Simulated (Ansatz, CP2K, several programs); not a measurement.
Energy against volume for In3BiSb2 as one 6-atom ordering (P3m1) on the zincblende lattice, at fixed shape and fractional coordinates, computed by several methods (PBE and r2SCAN, where shown, with plane waves in Ansatz); the cell shown is that of r2SCAN. With free coordinates or axes held, a curve is too stiff, and on another method's shape its minimum isn't the method's own volume. It is trigonal, P3m1 (No. 156); a = 4.685 Å, c = 11.474 Å in the conventional setting, 36.35 Å³ an atom. Around Sb lie 4 In at 2.84–2.86 Å; around Bi lie 4 In at 2.89–2.92 Å; around In lie 4 Sb at 2.84–2.86 Å; around In lie 3 Sb at 2.86 Å and 1 Bi at 2.92 Å; around In lie 1 Sb at 2.84 Å and 3 Bi at 2.89 Å. Values at 0 K without nuclear motion; spin polarisation is off, and the phase may be a hypothetical one. Energies count from each curve's lowest point; fits are third-order Birch-Murnaghan.

```cif
data_structure
_symmetry_space_group_name_H-M 'P3m1'
_symmetry_Int_Tables_number 156
_cell_length_a 4.6850
_cell_length_b 4.6850
_cell_length_c 11.4741
_cell_angle_alpha 90.000
_cell_angle_beta 90.000
_cell_angle_gamma 120.000
_cell_volume 218.11
loop_
_atom_site_label
_atom_site_type_symbol
_atom_site_symmetry_multiplicity
_atom_site_Wyckoff_symbol
_atom_site_fract_x
_atom_site_fract_y
_atom_site_fract_z
_atom_site_occupancy
Sb1 Sb 1 a 0.00000 0.00000 0.00280 1
Sb2 Sb 1 b 0.33333 0.66667 0.33126 1
Bi1 Bi 1 c 0.66667 0.33333 0.66569 1
In1 In 1 b 0.33333 0.66667 0.08332 1
In2 In 1 c 0.66667 0.33333 0.41158 1
In3 In 1 a 0.00000 0.00000 0.75535 1
```

light PBE (260 eV, its own mesh), on the shape of the cell shown:
```csv
V (Å³/atom),E (meV/atom)
33.443,101.84
34.897,52.71
36.351,38.02
37.805,10.00
39.259,7.87
40.713,0.00
```
The lowest point is an end point, so the minimum isn't bracketed.

**Question.** PBE, on the shape of its own relaxed cell, gives
```csv
V (Å³/atom),E (meV/atom)
35.482,16.34
36.614,3.81
37.747,0.00
38.879,3.51
40.012,13.10
```
What equilibrium volume and bulk modulus follow?

**Answer.** V₀ = 37.74 Å³ an atom and B₀ = 34 GPa.

PBE/DZVP (CP2K), on the shape of the cell shown:
```csv
V (Å³/atom),E (meV/atom)
31.989,144.97
34.170,51.69
36.351,8.10
38.532,0.00
40.713,17.30
```
V₀ = 38.03 Å³ an atom and B₀ = 35 GPa.

r2SCAN, on the shape of its own relaxed cell:

| V (Å³/atom) | E (meV/atom) |
| --- | --- |
| 34.170 | 18.71 |
| 35.261 | 4.37 |
| 36.351 | 0.00 |
| 37.442 | 4.00 |
| 38.532 | 15.01 |

V₀ = 36.34 Å³ an atom and B₀ = 41 GPa.

**Question.** PBE/SZV (CP2K), on the shape of the cell shown, gives
```
V (Å³/atom)  E (meV/atom)
     31.989        178.72
     34.170         69.36
     36.351         14.81
     38.532          0.00
     40.713         13.94
```
What equilibrium volume and bulk modulus follow?

**Answer.** V₀ = 38.45 Å³ an atom and B₀ = 37 GPa.
